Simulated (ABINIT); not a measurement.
Crystal: NiMoIrPdW.

```xyz
5
Lattice="4.1467 0.0000 0.0000 -2.0734 3.5911 0.0000 0.0000 0.0000 5.4163" Properties=species:S:1:pos:R:3 pbc="T T T"
Ni    0.0000    0.0000    0.1203
Mo    2.0734    1.1970    2.4913
Pd    0.0000    2.3941    4.0406
Ir    0.0000    2.3941    1.3888
W     2.0734    1.1970    5.4155
```

The cell was built by a generator and needn't be a form met in nature.

| Item | Value |
| --- | --- |
| Program | ABINIT 10.8.3 (patched build) |
| Task | relaxation of cell and atoms |
| Functional | PBE |
| Dispersion | D3 |
| Potentials or basis | Ansatz PAW PBE default generated set, frozen core |
| Cutoff | 419 eV |
| k mesh | 4 × 4 × 3 |
| Occupations | fermi-dirac, width 0.05 eV |
| Spin | collinear spin, ferromagnetic start |
| Starting moments | [1.0, 1.0, 0.0, 0.6, 0.0] μB |

At the start: pressure -6.8 GPa; volume 16.13 Å³/atom.

Q: How do energy, volume and symmetry change on relaxing?

A: Over 11 steps the energy falls by 23.0 meV/atom and the volume is 15.45 Å³/atom (-4.2 %); space group P3m1 (No. 156, to 0.05 Å); moment 0.00 μB per cell.

Step by step:
| step | energy change (eV) | largest force (eV/Å) | pressure (GPa) | volume (Å³) |
| --- | --- | --- | --- | --- |
| 1 | 0.0000 | 0.3431 | -6.84 | 80.66 |
| 2 | -0.0539 | 0.5827 | -2.40 | 78.98 |
| 3 | -0.0796 | 0.3493 | 0.84 | 77.22 |
| 4 | -0.0894 | 0.1959 | 0.26 | 77.51 |
| 5 | -0.0967 | 0.1986 | 0.07 | 77.57 |
| 6 | -0.1074 | 0.2381 | -0.30 | 77.55 |
| 7 | -0.1122 | 0.2086 | -0.21 | 77.34 |
| 8 | -0.1105 | 0.3457 | -0.16 | 77.28 |
| 9 | -0.1143 | 0.1250 | -0.08 | 77.30 |
| 10 | -0.1147 | 0.0905 | -0.09 | 77.30 |
| 11 | -0.1151 | 0.0049 | -0.05 | 77.26 |

Final structure:
```
Ni Mo Pd Ir W
1.0
     4.10715    0.00000    0.00000
    -2.05358    3.55690    0.00000
     0.00000    0.00000    5.28849
Ni Mo Pd Ir W
1 1 1 1 1
Direct
  0.00000 0.00000 0.99062
  0.66667 0.33333 0.48672
  0.33333 0.66667 0.74638
  0.33333 0.66667 0.25623
  0.66667 0.33333 0.00449
```

Caveat: the k mesh is coarse (spacing up to 0.44 Å⁻¹), so the values aren't converged; small starting moments can end in a higher magnetic state in this program; pairwise dispersion overbinds metals, which lowers pressure and volume; the atomic spheres overlap.
